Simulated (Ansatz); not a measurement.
# ZrC: the cost of one run

Method: DFT PBEsol, scalar-relativistic, plane waves, PAW, in Ansatz 0.2.0.

The COD entry's cell or inner coordinates are ideal or old and differ from later refinements, so a difference from it is no clean test against experiment.

2 further runs of the same task are left out: 2 set aside as unsound or not needed.

## Step 1: Starting point

It takes space group Fm-3m (No. 225, cubic). Conventional cell: a = 4.669 Å, b = 4.669 Å, c = 4.669 Å, α = 90.00°, β = 90.00°, γ = 90.00°. Zr (site symmetry m-3m) has 6 C at 2.33 Å in its first shell of neighbours. C (site symmetry m-3m) is surrounded by 6 Zr at 2.33 Å.

As a file:

```
CELL_PARAMETERS angstrom
0.00000 2.33456 2.33456
2.33456 0.00000 2.33456
2.33456 2.33456 0.00000
ATOMIC_POSITIONS crystal
Zr 0.50000 0.50000 0.50000
C 0.00000 0.00000 0.00000
```

It is the result of an earlier relaxation at this level (volume 12.72 Å³/atom; gap on the mesh: none (metal)).

## Step 2: Bands, states and charges

input.yaml

```yaml
crystal:
  lattice:
    - [0.0, 2.3345629339, 2.3345629339]
    - [2.3345629339, 0.0, 2.3345629339]
    - [2.3345629339, 2.3345629339, 0.0]
  atoms:
    - { symbol: Zr, position: [0.5, 0.5, 0.5] }
    - { symbol: C, position: [0.0, 0.0, 0.0] }
basis:
  ecutwfc: 420
kpoints:
  mp_grid: { grid: [16, 16, 16] }
  band_path:
    path:
      - [[0.0, 0.0, 0.0], [0.5, 0.0, 0.5], [0.625, 0.25, 0.625]]
      - [[0.375, 0.375, 0.75], [0.0, 0.0, 0.0], [0.5, 0.5, 0.5], [0.5, 0.25, 0.75], [0.5, 0.0, 0.5]]
    npoints: 14
hamiltonian:
  xc: pbesol
scf:
  occupations: { method: gaussian, width: 0.1 }
  n_extra_bands: 6
output:
  forces: true
  stress: true
  eigenvalues: true
  populations: true
  dos: { projected: true, de: 0.02, nscf_kmesh: { grid: [24, 24, 24] } }
  bader: true
  write_density: true
  write_potential: true
  elf: true
  volumetric_format: npy
```

Run with:

```sh
ansatz run input.yaml --threads 1 --pin off --max-ram 2560MiB --backend cpu --events-out ev --progress --plain --runs-dir out
```

Q: Estimate wall time and peak memory on 1 thread of Arm Neoverse V1, shared host.

About 17 s, with a peak of 0.34 GiB.
